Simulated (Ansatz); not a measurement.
Working through a comparison of dispersion corrections of C4H7ClGe, SMILES Cl[CH]1C=C[CH2][GeH2]1

With Ansatz 0.2.0 through its Python package.

Input file `c4h7clge.xyz`:
```text
13

Cl    2.26220    1.17470    1.06800
C     1.29560    0.39290   -0.20470
C     0.94110   -1.00440    0.19970
C    -0.35200   -1.32870    0.34320
C    -1.39300   -0.28200    0.09460
Ge   -0.39790    1.29410   -0.39650
H     1.84630    0.39060   -1.16810
H     1.71780   -1.74300    0.37170
H    -0.64080   -2.33320    0.63550
H    -1.97850   -0.09500    1.01840
H    -2.05930   -0.59130   -0.73690
H    -0.57850    2.42830    0.64440
H    -0.66300    1.69700   -1.86920
```

The cells in order, each with its output:

```python
import ansatz as az
```

```python
BASIS_SET = "def2-SVP"
```

```python
system = az.Crystal.molecule_from_extxyz("c4h7clge.xyz")
```

```python
job = system.calculation().basis(gaussian=BASIS_SET)
for name in ["blyp", "pbe"]:
    for correction in ("d3bj", "d4"):
        data = job.functional(name, dispersion=correction).run(threads=1).report
        print(f"{name:8s} {correction:5s} total {data['free_energy_ev']:.5f} eV, of which dispersion {1000 * data['dispersion']['energy']['ev']:.2f} meV")
```

    blyp     d3bj  total -73287.54520 eV, of which dispersion -814.46 meV
    blyp     d4    total -73287.55956 eV, of which dispersion -828.82 meV
    pbe      d3bj  total -73268.92741 eV, of which dispersion -371.51 meV
    pbe      d4    total -73268.93437 eV, of which dispersion -378.48 meV

These settings explore the input space; basis and method may be short of convergence. The geometry is a force-field or estimated start, not a minimum of this method, and the basis set is short of its limit. D4 holds the three-body term, and d3bj doesn't. Run time: 24 s on 1 thread of Arm Neoverse V1 (shared host), peak memory 0.26 GiB.
